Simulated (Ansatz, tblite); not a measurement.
# Ge(OMe)2H2 (C₂H₈GeO₂): one state, many levels

Aim: run the singlet of Ge(OMe)2H2 (C₂H₈GeO₂) at one geometry on many levels, and compare frontier levels, spin and run time.

Method: as each input shows; program: Ansatz 0.2.0, Gaussian basis.

Plan: GFN1-xTB, GFN2-xTB, PBE-D4/def2-TZVP, r2SCAN-D4/def2-TZVP, B3LYP-D4/def2-TZVP, ωB97X-V/def2-TZVP, ωB97M-V/def2-TZVP, PBE-D4/def2-SVP, PBE0-D4/def2-SVP, HF/STO-3G, CCSD(T)/def2-SVP, MP2/def2-TZVP.

2 further runs of the same task are left out: 2 set aside as unsound or not needed. Runs told in other sessions of the task aren't counted.

### 1 The relaxed structure

The geometry is that of the singlet, from an earlier relaxation (PBE-D4/def2-SVP).

13 atoms, charge 0, spin multiplicity 1.

Bond lengths: C1–O4 1.417 Å, C1–H6 1.117 Å, C1–H7 1.115 Å, C1–H8 1.110 Å, C2–O5 1.417 Å, C2–H9 1.117 Å, C2–H10 1.115 Å, C2–H11 1.111 Å, Ge3–O4 1.798 Å, Ge3–O5 1.798 Å, Ge3–H12 1.548 Å, Ge3–H13 1.548 Å. Angles: O4–C1–H6 112.8°, O4–C1–H7 112.5°, O4–C1–H8 108.3°, H6–C1–H7 107.5°, H6–C1–H8 107.6°, H7–C1–H8 107.9°, O5–C2–H9 112.8°, O5–C2–H10 112.5°, O5–C2–H11 108.3°, H9–C2–H10 107.5°, H9–C2–H11 107.6°, H10–C2–H11 107.9°, O4–Ge3–O5 110.1°, O4–Ge3–H12 110.9°, O4–Ge3–H13 103.5°, O5–Ge3–H12 103.4°, O5–Ge3–H13 111.0°, H12–Ge3–H13 118.0° and more.

PBE0-D4/def2-TZVP was run before; its log isn't repeated, and its numbers join the tables.

### 2 GFN1-xTB

Tight binding, by tblite at 300 K electronic temperature and without a spin-polarisation term:

```python
tblite.interface.Calculator('GFN1-xTB', numbers, positions, charge=0, uhf=0).singlepoint()
```

Energy -533.5999 eV, HOMO -12.25 eV, LUMO -5.96 eV; 0.007 s.

### 3 GFN2-xTB

Tight binding, by tblite at 300 K electronic temperature and without a spin-polarisation term:

```python
tblite.interface.Calculator('GFN2-xTB', numbers, positions, charge=0, uhf=0).singlepoint()
```

Energy -501.5571 eV, HOMO -11.34 eV, LUMO -3.77 eV; 0.004 s.

### 4 PBE-D4/def2-TZVP

start.molden holds the orbitals of an earlier run on this state, given as this run's starting guess.

in.yaml

```yaml
crystal:
  periodic: [false, false, false]
  atoms:
    - {symbol: C, position_ang: [-0.725327, 0.027594, 2.006751]}
    - {symbol: C, position_ang: [1.654503, -0.052413, -1.346455]}
    - {symbol: Ge, position_ang: [-1.054555, 0.027584, -0.749732]}
    - {symbol: O, position_ang: [-0.956860, -0.770142, 0.859141]}
    - {symbol: O, position_ang: [0.524464, 0.782126, -1.163823]}
    - {symbol: H, position_ang: [-1.467601, 0.854979, 2.115019]}
    - {symbol: H, position_ang: [0.291053, 0.485867, 2.010919]}
    - {symbol: H, position_ang: [-0.811674, -0.620434, 2.904402]}
    - {symbol: H, position_ang: [1.481915, -0.853537, -2.105350]}
    - {symbol: H, position_ang: [1.976269, -0.549124, -0.401490]}
    - {symbol: H, position_ang: [2.496585, 0.575688, -1.706598]}
    - {symbol: H, position_ang: [-2.027207, 1.231447, -0.709793]}
    - {symbol: H, position_ang: [-1.381554, -1.139626, -1.712992]}
basis:
  gaussian: {orbitals: def2-TZVP, initial_orbitals: start.molden}
hamiltonian: {xc: pbe, dispersion: d4}
scf: {omitted_lower_state_checks: [starts]}
output: {forces: true, orbitals: {seedname: orbitals}}
```

Command:

```console
ansatz run in.yaml --threads 4 --pin off --events-out ev --progress --plain --max-ram 4787MiB
```

The log of the run:

```text
Functional definition: PBE
  name "PBE"
  cite "Perdew, Burke & Ernzerhof, Phys. Rev. Lett. 77, 3865 (1996) doi:10.1103/PhysRevLett.77.3865"
  parent pbe
  parameter kappa = 0.804
  parameter beta = 0.06672455060314922
  exchange = pbe_x(kappa = kappa, mu = beta*pi^2/3)
  correlation = pbe_c(beta = beta)
these checks for a lower state are left out or cut short: starts
1372 factors; their error is unknown
mean field evaluation 1: about -62803.5312 eV, gradient 1.2e1 eV
mean field evaluation 2: about -62803.6907 eV, gradient 1.7e-1 eV
mean field evaluation 4: about -62803.6564 eV, gradient 4.5e-4 eV
mean field -62803.65635529 eV, -2307.9918012098 hartree, gradient 1.3e-5 eV, S^2 0.000000; 0 other end points of the search recorded, 0 dependent functions left out
the calculation of the forces begins
reference -62803.65640355 eV, -2307.9918029831 hartree; 34, 34 occupied and 186, 186 virtual orbitals, 1372 factors
Total energy: -62803.89699658 eV, -2308.0006446141 hartree
Atom 0 at    -0.725327     0.027594     2.006751 Å, force     0.099476     0.364939     0.462410 eV/Å
Atom 1 at     1.654503    -0.052413    -1.346455 Å, force     0.460509    -0.382098    -0.071465 eV/Å
Atom 2 at    -1.054555     0.027584    -0.749732 Å, force     0.018981     0.010114     0.026201 eV/Å
Atom 3 at    -0.956860    -0.770142     0.859141 Å, force    -0.036581    -0.143099    -0.135313 eV/Å
Atom 4 at     0.524464     0.782126    -1.163823 Å, force    -0.134222     0.138483     0.010014 eV/Å
Atom 5 at    -1.467601     0.854979     2.115019 Å, force     0.176452    -0.234999    -0.064266 eV/Å
Atom 6 at     0.291053     0.485867     2.010919 Å, force    -0.267509    -0.146159    -0.039638 eV/Å
Atom 7 at    -0.811674    -0.620434     2.904402 Å, force     0.015098     0.137995    -0.280735 eV/Å
Atom 8 at     1.481915    -0.853537    -2.105350 Å, force     0.009116     0.231996     0.195428 eV/Å
Atom 9 at     1.976269    -0.549124    -0.401490 Å, force    -0.119112     0.158515    -0.236725 eV/Å
Atom 10 at     2.496585     0.575688    -1.706598 Å, force    -0.265285    -0.134160     0.103979 eV/Å
Atom 11 at    -2.027207     1.231447    -0.709793 Å, force     0.028647    -0.032530    -0.002586 eV/Å
Atom 12 at    -1.381554    -1.139626    -1.712992 Å, force     0.014431     0.031003     0.032698 eV/Å
Dipole moment:     0.001981    -0.001078    -0.000337 e Å
Checks for a lower state left out: starts
```

Wall time 2.6 s (4 threads of Arm Neoverse V1, shared host).

Report: HOMO -6.31 eV, LUMO -0.23 eV.

### 5 r2SCAN-D4/def2-TZVP

in.yaml, as its differences from that of step 4:

```diff
@@ -18,4 +18,4 @@
   gaussian: {orbitals: def2-TZVP, initial_orbitals: start.molden}
-hamiltonian: {xc: pbe, dispersion: d4}
+hamiltonian: {xc: r2scan, dispersion: d4}
 scf: {omitted_lower_state_checks: [starts]}
-output: {forces: true, orbitals: {seedname: orbitals}}
+output: {orbitals: {seedname: orbitals}}
```

Launched as before.

The log of the run:

```text
Functional definition: r2SCAN
  name "r2SCAN"
  cite "Furness, Kaplan, Ning, Perdew & Sun, J. Phys. Chem. Lett. 11, 8208 (2020) doi:10.1021/acs.jpclett.0c02405"
  cite "Furness, Kaplan, Ning, Perdew & Sun, J. Phys. Chem. Lett. 11, 9248 (2020) doi:10.1021/acs.jpclett.0c03077"
  parent r2scan
  parameter k0 = 0.174
  parameter k1 = 0.065
  parameter a1 = 4.9479
  exchange = r2scan_x(k0 = k0, k1 = k1, a1 = a1)
  correlation = r2scan_c
these checks for a lower state are left out or cut short: starts
1372 factors; their error is unknown
mean field evaluation 1: about -62816.0942 eV, gradient 7.2e0 eV
mean field evaluation 2: about -62816.1422 eV, gradient 6.1e-2 eV
mean field evaluation 4: about -62816.1111 eV, gradient 2.4e-4 eV
mean field -62816.11105377 eV, -2308.4495029368 hartree, gradient 1.1e-5 eV, S^2 0.000000; 0 other end points of the search recorded, 0 dependent functions left out
reference -62816.11106739 eV, -2308.4495034374 hartree; 34, 34 occupied and 186, 186 virtual orbitals, 1372 factors
Total energy: -62816.17345653 eV, -2308.4517961959 hartree
Checks for a lower state left out: starts
```

Wall time 4.2 s (4 threads of Arm Neoverse V1, shared host).

From the report: HOMO -6.64 eV, LUMO 0.16 eV.

### 6 B3LYP-D4/def2-TZVP

in.yaml, as its differences from that of step 5:

```diff
@@ -18,3 +18,3 @@
   gaussian: {orbitals: def2-TZVP, initial_orbitals: start.molden}
-hamiltonian: {xc: r2scan, dispersion: d4}
+hamiltonian: {xc: {name: B3LYP}, dispersion: d4}
 scf: {omitted_lower_state_checks: [starts]}
```

The command is unchanged.

The log of the run:

```text
Functional definition: B3LYP
  name "B3LYP"
  cite "Stephens, Devlin, Chabalowski & Frisch, J. Phys. Chem. 98, 11623 (1994) doi:10.1021/j100096a001"
  cite "Becke, Phys. Rev. A 38, 3098 (1988) doi:10.1103/PhysRevA.38.3098"
  cite "Lee, Yang & Parr, Phys. Rev. B 37, 785 (1988) doi:10.1103/PhysRevB.37.785"
  cite "Vosko, Wilk & Nusair, Can. J. Phys. 58, 1200 (1980) doi:10.1139/p80-159"
  parameter a0 = 0.2
  parameter ax = 0.72
  parameter ac = 0.81
  exchange = (1 - a0 - ax)*slater_x + ax*b88_x + a0*exact_x
  correlation = (1 - ac)*vwn_rpa_c + ac*lyp_c
these checks for a lower state are left out or cut short: starts
1403 factors; their error is unknown
mean field evaluation 1: about -62820.9866 eV, gradient 8.0e0 eV
mean field evaluation 2: about -62821.0664 eV, gradient 6.4e-2 eV
mean field evaluation 4: about -62821.2719 eV, gradient 1.8e-4 eV
mean field -62821.27188722 eV, -2308.6391600677 hartree, gradient 1.6e-5 eV, S^2 0.000000; 0 other end points of the search recorded, 0 dependent functions left out
reference -62821.27219706 eV, -2308.6391714541 hartree; 34, 34 occupied and 186, 186 virtual orbitals, 1403 factors
Total energy: -62821.65600322 eV, -2308.6532760706 hartree
Checks for a lower state left out: starts
```

It took 3.3 s on 4 threads of Arm Neoverse V1, shared host; peak memory 0.61 GiB.

From the report: HOMO -7.64 eV, LUMO 0.46 eV.

### 7 ωB97X-V/def2-TZVP

in.yaml, as its differences from that of step 6:

```diff
@@ -18,3 +18,3 @@
   gaussian: {orbitals: def2-TZVP, initial_orbitals: start.molden}
-hamiltonian: {xc: {name: B3LYP}, dispersion: d4}
+hamiltonian: {xc: {name: wB97X-V}}
 scf: {omitted_lower_state_checks: [starts]}
```

Same command.

The log of the run:

```text
Functional definition: wB97X-V
  name "wB97X-V"
  cite "Mardirossian & Head-Gordon, Phys. Chem. Chem. Phys. 16, 9904 (2014) doi:10.1039/C3CP54374A"
  cite "Becke, J. Chem. Phys. 107, 8554 (1997) doi:10.1063/1.475007"
  cite "Vydrov & Van Voorhis, J. Chem. Phys. 133, 244103 (2010) doi:10.1063/1.3521275"
  parameter omega = 0.3/bohr
  parameter cx = 0.167
  parameter cx1 = 0.603
  parameter cx2 = 1.194
  parameter css0 = 0.556
  parameter css1 = -0.257
  parameter cos0 = 1.219
  parameter cos1 = -1.850
  parameter b = 6.0
  parameter c = 0.01
  exchange = spin_sum(e_x_unif_sr(omega)*poly(b97_u_x, 1 - cx, cx1, cx2)) + cx*exact_x_sr(omega) + exact_x_lr(omega)
  correlation = spin_sum(e_c_pw_same_spin*poly(b97_u_same, css0, css1))
      + integral(e_c_pw_opposite_spin*poly(b97_u_opposite, cos0, cos1)) + vv10(b, c)
these checks for a lower state are left out or cut short: starts
1403 factors; their error is unknown
361 factors; integrals over basis functions are off by at most 9.6e-6 eV
mean field evaluation 1: about -62812.4279 eV, gradient 9.4e0 eV
mean field evaluation 2: about -62812.4841 eV, gradient 9.5e-2 eV
mean field evaluation 4: about -62812.6611 eV, gradient 2.7e-4 eV
mean field -62812.66108712 eV, -2308.3227190006 hartree, gradient 2.1e-5 eV, S^2 0.000000; 0 other end points of the search recorded, 0 dependent functions left out
reference -62812.66108487 eV, -2308.3227189180 hartree; 34, 34 occupied and 186, 186 virtual orbitals, 1403 factors
Total energy: -62812.66108487 eV, -2308.3227189180 hartree
Checks for a lower state left out: starts
```

Wall time 8.5 s (4 threads of Arm Neoverse V1, shared host); peak memory 0.76 GiB.

HOMO -10.35 eV, LUMO 2.75 eV.

### 8 ωB97M-V/def2-TZVP

in.yaml, as its differences from that of step 7:

```diff
@@ -18,3 +18,3 @@
   gaussian: {orbitals: def2-TZVP, initial_orbitals: start.molden}
-hamiltonian: {xc: {name: wB97X-V}}
+hamiltonian: {xc: {name: wB97M-V}}
 scf: {omitted_lower_state_checks: [starts]}
```

Launched as before.

The log of the run:

```text
Functional definition: wB97M-V
  name "wB97M-V"
  cite "Mardirossian & Head-Gordon, J. Chem. Phys. 144, 214110 (2016) doi:10.1063/1.4952647"
  cite "Becke, J. Chem. Phys. 107, 8554 (1997) doi:10.1063/1.475007"
  cite "Vydrov & Van Voorhis, J. Chem. Phys. 133, 244103 (2010) doi:10.1063/1.3521275"
  # Of w^i u^j: cxij and so on, Table III.
  parameter omega = 0.3/bohr
  parameter cx = 0.15
  parameter cx01 = 1.007
  parameter cx10 = 0.259
  parameter css00 = 0.443
  parameter css04 = -1.437
  parameter css10 = -4.535
  parameter css20 = -3.390
  parameter css43 = 4.278
  parameter cos00 = 1.000
  parameter cos10 = 1.358
  parameter cos20 = 2.924
  parameter cos21 = -8.812
  parameter cos60 = -1.390
  parameter cos61 = 9.142
  parameter b = 6.0
  parameter c = 0.01
  gx(w, u) = 1 - cx + cx01*u + cx10*w
  gss(w, u) = css00 + css04*u^4 + css10*w + css20*w^2 + css43*w^4*u^3
  gos(w, u) = cos00 + cos10*w + (cos20 + cos21*u)*w^2 + (cos60 + cos61*u)*w^6
  exchange = spin_sum(e_x_unif_sr(omega)*gx(b97_w, b97_u_x)) + cx*exact_x_sr(omega) + exact_x_lr(omega)
  correlation = spin_sum(e_c_pw_mod_same_spin*gss(b97_w, b97_u_same))
      + integral(e_c_pw_mod_opposite_spin*gos(b97_w_opposite, b97_u_opposite)) + vv10(b, c)
these checks for a lower state are left out or cut short: starts
1400 factors; their error is unknown
361 factors; integrals over basis functions are off by at most 9.6e-6 eV
mean field evaluation 1: about -62813.6402 eV, gradient 1.2e1 eV
mean field evaluation 2: about -62813.7237 eV, gradient 1.1e-1 eV
mean field evaluation 4: about -62813.8806 eV, gradient 2.5e-4 eV
mean field -62813.88060752 eV, -2308.3675355489 hartree, gradient 1.7e-5 eV, S^2 0.000000; 0 other end points of the search recorded, 0 dependent functions left out
reference -62813.88066184 eV, -2308.3675375451 hartree; 34, 34 occupied and 186, 186 virtual orbitals, 1400 factors
Total energy: -62813.88066184 eV, -2308.3675375451 hartree
Checks for a lower state left out: starts
```

It took 10 s on 4 threads of Arm Neoverse V1, shared host; peak memory 0.78 GiB.

From the report: HOMO -10.29 eV, LUMO 2.43 eV.

(Part 1 of 2 ends here.)
